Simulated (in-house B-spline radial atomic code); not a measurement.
# S⁶⁺: excited configurations

Aim: the energies of several excited configurations of S⁶⁺ above a reference configuration, each from its own self-consistent run.

Method: Dirac-Hartree-Fock, average of configuration, Fermi nucleus, basis-set limit. Code: in-house B-spline radial atomic code version 1.

## Step 1: What is computed

- element: sulfur (Z = 16)
- charge: +6
- electrons: 10
- configuration: [He] 2s2 2p6
- Hamiltonian: Dirac-Coulomb
- nucleus: Fermi, rms radius 3.261 fm

Outer shells as boxes (Hund's rule):

[He] 2s2 2p6
```
[He] core
2s [↑↓]
2p [↑↓][↑↓][↑↓]
```

The run's settings:

```ini
Z = 16
electrons = 10.0
configuration = [He] 2s2 2p6
hamiltonian = dirac
method = hf
spin_polarised = False
nucleus = fermi
rms_radius = 3.2611
mass_number = 32
atomic_mass = 31.97207117354
speed_of_light = 137.035999084
```

From the earlier run of the reference: total energy -388.669325 hartree. Levels, eight at most:

```tsv
orbital	occupation	energy (eV)	<r> (bohr)
1s1/2	2	-2618.46	0.09670
2s1/2	2	-346.65	0.4709
2p1/2	2	-283.86	0.4338
2p3/2	4	-282.52	0.4358
```

## Step 2: Run with [He] 2s2 2p5 4d1

The run's settings:

```ini
Z = 16
electrons = 10.0
configuration = [He] 2s2 2p5 4d1
hamiltonian = dirac
method = hf
spin_polarised = False
nucleus = fermi
rms_radius = 3.2611
mass_number = 32
atomic_mass = 31.97207117354
speed_of_light = 137.035999084
```

## Step 3: [He] 2s2 2p5 3d1

The settings differ from step 2 so:

```diff
@@ -2,3 +2,3 @@
 electrons = 10.0
-configuration = [He] 2s2 2p5 4d1
+configuration = [He] 2s2 2p5 3d1
 hamiltonian = dirac
```

## Step 4: [He] 2s2 2p5 6s1

The settings differ from step 3 so:

```diff
@@ -2,3 +2,3 @@
 electrons = 10.0
-configuration = [He] 2s2 2p5 3d1
+configuration = [He] 2s2 2p5 6s1
 hamiltonian = dirac
```

## Step 5: Run with [He] 2s2 2p5 4s1

The settings differ from step 4 so:

```diff
@@ -2,3 +2,3 @@
 electrons = 10.0
-configuration = [He] 2s2 2p5 6s1
+configuration = [He] 2s2 2p5 4s1
 hamiltonian = dirac
```

## Step 6: [He] 2s1 2p6 6f1

The settings differ from step 5 so:

```diff
@@ -2,3 +2,3 @@
 electrons = 10.0
-configuration = [He] 2s2 2p5 4s1
+configuration = [He] 2s1 2p6 6f1
 hamiltonian = dirac
```

## Step 7: [He] 2s2 2p5 6f1

The settings differ from step 6 so:

```diff
@@ -2,3 +2,3 @@
 electrons = 10.0
-configuration = [He] 2s1 2p6 6f1
+configuration = [He] 2s2 2p5 6f1
 hamiltonian = dirac
```

## Step 8: Configuration [He] 2s2 2p5 3s1

The settings differ from step 7 so:

```diff
@@ -2,3 +2,3 @@
 electrons = 10.0
-configuration = [He] 2s2 2p5 6f1
+configuration = [He] 2s2 2p5 3s1
 hamiltonian = dirac
```

## Step 9: [He] 2s1 2p6 3s1

The settings differ from step 8 so:

```diff
@@ -2,3 +2,3 @@
 electrons = 10.0
-configuration = [He] 2s2 2p5 3s1
+configuration = [He] 2s1 2p6 3s1
 hamiltonian = dirac
```

Q: How far above the reference does each configuration lie (order and size, in eV)?

The runs gave:

| net move | configuration | energy above the reference (eV) | with Breit, QED, recoil (eV) | largest <r> (bohr) |
| --- | --- | --- | --- | --- |
| 2p → 3s | [He] 2s2 2p5 3s1 | 169.92 | 169.86 | 1.32 |
| 2p → 3d | [He] 2s2 2p5 3d1 | 202.13 | 202.04 | 1.38 |
| 2p → 4s | [He] 2s2 2p5 4s1 | 224.69 | 224.61 | 2.60 |
| 2s → 3s | [He] 2s1 2p6 3s1 | 234.30 | 234.18 | 1.33 |
| 2p → 4d | [He] 2s2 2p5 4d1 | 236.45 | 236.36 | 2.84 |
| 2p → 6s | [He] 2s2 2p5 6s1 | 257.70 | 257.61 | 6.45 |
| 2p → 6f | [He] 2s2 2p5 6f1 | 261.33 | 261.24 | 6.84 |
| 2s → 6f | [He] 2s1 2p6 6f1 | 325.75 | 325.61 | 6.84 |

Quantum defects of the promoted electron, δ = n − ζ/√(−2ε) with ζ = 7 and ε its orbital energy in hartree:

| promotion | δ |
| --- | --- |
| 2p → 3s | 0.538 |
| 2p → 3d | 0.072 |
| 2p → 4s | 0.525 |
| 2s → 3s | 0.673 |
| 2p → 4d | 0.082 |
| 2p → 6s | 0.518 |
| 2p → 6f | 0.005 |
| 2s → 6f | 0.005 |

The energies run from 169.92 eV (2p → 3s) to 325.75 eV (2s → 6f). Koopmans' estimate of the ionisation threshold is 282.52 eV; 1 configuration exceeds it by over 2 % and could autoionise. Of those tabulated, the defect is largest for 3s (0.67) and least for 6f (0.01): low angular momentum penetrates the core, high angular momentum stays outside it. Two partly filled shells share a symmetry and can mix in the average, which may lower the energy, for: 2s → 3s. These are averages over configurations, without correlation, not spectroscopic levels.
